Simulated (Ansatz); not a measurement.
Predict the output of the script below (Ansatz's Python interface).

The script reads `mgzn2o3.cif`:
```cif
data_MgZn2O3
_cell_length_a 3.052599
_cell_length_b 3.052599
_cell_length_c 7.452043
_cell_angle_alpha 90.00000
_cell_angle_beta 90.00000
_cell_angle_gamma 120.00000
_symmetry_space_group_name_H-M 'P 1'
_symmetry_Int_Tables_number 1
loop_
_symmetry_equiv_pos_as_xyz
'x, y, z'
loop_
_atom_site_label
_atom_site_type_symbol
_atom_site_fract_x
_atom_site_fract_y
_atom_site_fract_z
Mg1 Mg    0.000000    0.000000    0.000000
Zn2 Zn    0.333333    0.666667    0.668416
Zn3 Zn    0.666667    0.333333    0.331584
O4 O    0.333333    0.666667    0.160700
O5 O    0.666667    0.333333    0.839300
O6 O    0.000000    0.000000    0.500000
```

`edit_mgzn2o3.py`
```python
"""Editing single keys of the input for MgZn2O3."""

import ansatz as az
from ase.io import read

atoms = read("mgzn2o3.cif")
cell = az.Crystal.from_ase(atoms)

calculation = (
    cell.calculation()
    .kpoints(6, 6, 2)
    .basis(510)
    .functional("pbesol")
    .occupations(az.OccupationsMethod.FIXED)
    .band_table()
)
typed = calculation.input()
rows = []
for value in [2, 6, 12]:
    edited = typed.set(az.key.scf.n_extra_bands, value)
    report = az.Session.from_dict(edited).plan().execute().report
    rows.append((value, report["free_energy_ev"], report["n_iterations"], len(report["eigenvalues_ev"][0]) if "eigenvalues_ev" in report else 0))
for row in rows:
    print("; ".join(f"{name} = {round(v, 4) if isinstance(v, float) else v}" for name, v in zip(["extra bands", "F eV", "iterations", "bands listed"], row)))
```

```console
$ python edit_mgzn2o3.py
DeckWarning: the atoms were moved onto the symmetric positions of the space group found under crystal.symmetry.tolerance 1.0e-5 (fractional; no operation is sought that the atoms, as they stand in a round, miss by more than twice it, and no atom is moved by [...]
extra bands = 2; F eV = -10159.6554; iterations = 8; bands listed = 28
extra bands = 6; F eV = -10159.6554; iterations = 8; bands listed = 32
extra bands = 12; F eV = -10159.6554; iterations = 8; bands listed = 38
```
(Warnings from the package without file and line, shortened, repeats left out.)

Reading the output:
- Total energies depend on the potentials; only differences at equal settings carry meaning. A total without «per atom» is that of the cell as typed.
- The structure comes from a database of computed cells and needn't be a stable or known phase.
- Timing: 5.8 s on 1 thread of Arm Neoverse V2, on a shared host, peak memory 0.46 GiB.

(Lines on the test bed's own set-up are left out of the output.)
